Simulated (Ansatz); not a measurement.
Crystal: NaLaMnMoO6.

```
Na La Mn Mo O
1.0
     5.10934   -0.00669    0.01056
    -0.23945    5.68925    0.00703
    -0.92899   -2.82542    5.11884
Na La Mn Mo O
1 1 1 1 6
Direct
  0.40776 0.38086 0.07519
  0.03690 0.66325 0.68598
  0.44271 0.04268 0.40638
  0.90251 0.96387 0.30442
  0.73627 0.69569 0.99417
  0.72288 0.91846 0.55299
  0.70112 0.27368 0.37292
  0.19224 0.75325 0.36660
  0.17926 0.03365 0.11672
  0.20034 0.27462 0.63197
```

The cell was built by a generator and needn't be a form met in nature.

- Program: Ansatz 0.2.0
- Task: relaxation of cell and atoms
- Functional: PBEsol
- Potentials or basis: Ansatz PAW
- Cutoff: 420 eV (not typed: the program's choice for these potentials)
- k mesh: 4 × 4 × 4
- Occupations: fermi-dirac, width 0.05 eV
- Spin: collinear spin, ferromagnetic start
- Starting moments: [0.0, 0.0, 4.0, 1.0, 0.0, 0.0, 0.0, 0.0, 0.0, 0.0] μB

At the start: volume 14.90 Å³/atom.

Where does the relaxation end?

It ends after 14 steps and the volume is 14.14 Å³/atom (-5.1 %); space group P1 (No. 1, to 0.05 Å); moment 3.00 μB per cell.

Step by step:
```csv
step,energy change (eV),largest force (eV/Å),volume (Å³)
1,0.0000,0.3591,148.95
2,-0.0641,0.4898,142.22
3,-0.0885,0.0998,143.83
4,-0.0928,0.0685,143.41
5,-0.0978,0.0578,142.59
6,-0.1001,0.0366,142.18
7,-0.1009,0.0169,142.05
8,-0.1010,0.0169,142.01
9,-0.1010,0.0110,142.05
10,-0.0837,0.0109,142.05
11,-0.0867,0.0183,141.28
12,-0.0865,0.0149,141.36
13,-0.0864,0.0055,141.39
14,-0.0842,0.0056,141.39
```

Final structure:
```
Na La Mn Mo O
1.0
     5.01759   -0.01844   -0.01741
    -0.24841    5.60138    0.01847
    -0.93357   -2.77010    5.02607
Na La Mn Mo O
1 1 1 1 6
Direct
  0.41879 0.38671 0.08103
  0.05075 0.66562 0.69007
  0.44140 0.04177 0.40805
  0.89821 0.96426 0.30289
  0.72616 0.70137 0.98246
  0.71929 0.90626 0.54846
  0.70195 0.28024 0.38229
  0.18678 0.74407 0.35349
  0.17826 0.04418 0.12130
  0.20040 0.26554 0.63729
```

Caveat: the plane-wave basis is chosen anew once the cell has moved, so the energies of steps on either side of that aren't comparable; the pressure holds a Pulay correction of +0.5 GPa for the finite cutoff; a cell with one magnetic atom can't hold antiferromagnetic order, which such compounds often take; the PAW data sets come from PBE, with cores solved anew for the run's functional, which leaves a small shift of forces and pressure; the starting moments weren't kept.
